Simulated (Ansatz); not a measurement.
The same calculation of BFGeH4, SMILES F[BH][GeH3] as a Python script and as an input file (Ansatz 0.2.0 through its Python package).

The script, `cas.py`:
```python
"""Active-space calculation on BFGeH4."""

import ansatz as az

BASIS = "def2-SVP"

system = (
    az.Crystal.molecule()
    .atom("F", [-1.6242, -1.4719, 0.5866])
    .atom("B", [-0.319, -1.1415, 0.1741])
    .atom("Ge", [0.2263, 0.7714, -0.155])
    .atom("H", [0.533, -2.0084, 0.0293])
    .atom("H", [1.754, 0.7894, -0.5747])
    .atom("H", [0.069, 1.6034, 1.1605])
    .atom("H", [-0.5779, 1.3896, -1.2665])
)

calc = (
    system.calculation()
    .basis(gaussian=BASIS)
    .correlation(active_electrons=4, active_orbitals=5)
)
for method in [None]:
    report = (calc if method is None else calc.correlation(method)).run().report
    space = report["configurations"]
    state = space["states"][0]
    print(method or "casscf", f"total {report['free_energy_ev'] / 27.211386246:.6f} Ha, active-space state {state['energy']['hartree']:.6f} Ha, mean field {report['reference_energy_ev'] / 27.211386246:.6f} Ha")
    print("  determinants", state["n_determinants"], " natural occupations", [round(n, 3) for n in space["natural_occupations"]])
print("effectively unpaired electrons, sum of min(n, 2 - n):", round(sum(min(n, 2 - n) for n in space["natural_occupations"]), 3))
```

```console
$ python cas.py
casscf total -2201.528843 Ha, active-space state -2201.528843 Ha, mean field -2201.469731 Ha
  determinants 100  natural occupations [1.98, 1.979, 0.021, 0.019, 0.001]
effectively unpaired electrons, sum of min(n, 2 - n): 0.083
```

`input.yaml`:
```yaml
crystal:
  periodic: [false, false, false]
  atoms:
    - { symbol: F, position_ang: [-1.6242, -1.4719, 0.5866] }
    - { symbol: B, position_ang: [-0.319, -1.1415, 0.1741] }
    - { symbol: Ge, position_ang: [0.2263, 0.7714, -0.155] }
    - { symbol: H, position_ang: [0.533, -2.0084, 0.0293] }
    - { symbol: H, position_ang: [1.754, 0.7894, -0.5747] }
    - { symbol: H, position_ang: [0.069, 1.6034, 1.1605] }
    - { symbol: H, position_ang: [-0.5779, 1.3896, -1.2665] }
basis:
  gaussian:
    orbitals: def2-SVP
correlation:
  active_space:
    window:
      electrons: 4
      orbitals: 5
```

What to keep in mind:
- Total energies depend on the basis set; only differences at equal settings carry meaning.
- The geometry is a force-field or estimated start, not a minimum of this method, and the basis set is short of its limit. The active space starts as a window about the frontier orbitals and is then optimised, not chosen by chemistry.
- Hardware and time: 14 s on 1 thread of Arm Neoverse V1 (shared host), peak memory 0.24 GiB.

(Lines on the test bed's own set-up are left out of the output.)
